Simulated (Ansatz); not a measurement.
The system is Mg3Te.

```xyz
4
Lattice="-2.1394 2.1394 5.2825 2.1394 -2.1394 5.2825 2.1394 2.1394 -5.2825" Properties=species:S:1:pos:R:3 pbc="T T T"
Te    0.0000    0.0000    0.0000
Mg    2.1394    0.0000    2.6412
Mg    0.0000    2.1394    2.6412
Mg    0.0000    0.0000    5.2825
```

The cell comes from a database or a generator and needn't be the stable form of this composition.

```yaml
Program: Ansatz 0.2.0
Task: relaxation of cell and atoms
Functional: PBEsol
Dispersion: D3(BJ)
Potentials_or_basis: Ansatz PAW
Cutoff: "420 eV (not typed: the program's choice for these potentials)"
k_mesh: 9 × 9 × 9
Occupations: fermi-dirac, width 0.05 eV
Spin: no spin polarisation
```

At the start: volume 24.18 Å³/atom.

How do energy, volume and symmetry change on relaxing?

It ends after 6 steps and the volume is 22.05 Å³/atom (-8.8 %); space group I4/mmm (No. 139, to 0.05 Å).

The path:
```
step  energy change (eV)  largest force (eV/Å)  volume (Å³)
   1              0.0000                0.0000        96.71
   2             -0.0894                0.0000        89.01
   3             -0.0962                0.0000        88.15
   4             -0.0991                0.0000        87.88
   5             -0.0998                0.0000        88.21
   6             -0.0992                0.0000        88.21
```

Final structure:
```xyz
4
Lattice="-2.1082 2.1082 4.9619 2.1082 -2.1082 4.9619 2.1082 2.1082 -4.9619" Properties=species:S:1:pos:R:3 pbc="T T T"
Te    0.0000    0.0000    0.0000
Mg    2.1082    0.0000    2.4809
Mg    0.0000    2.1082    2.4809
Mg    0.0000    0.0000    4.9619
```

Caveat: the plane-wave basis is chosen anew once the cell has moved, so the energies of steps on either side of that aren't comparable; pairwise dispersion overbinds metals, which lowers pressure and volume; the PAW data sets come from PBE, with cores solved anew for the run's functional, which leaves a small shift of forces and pressure.
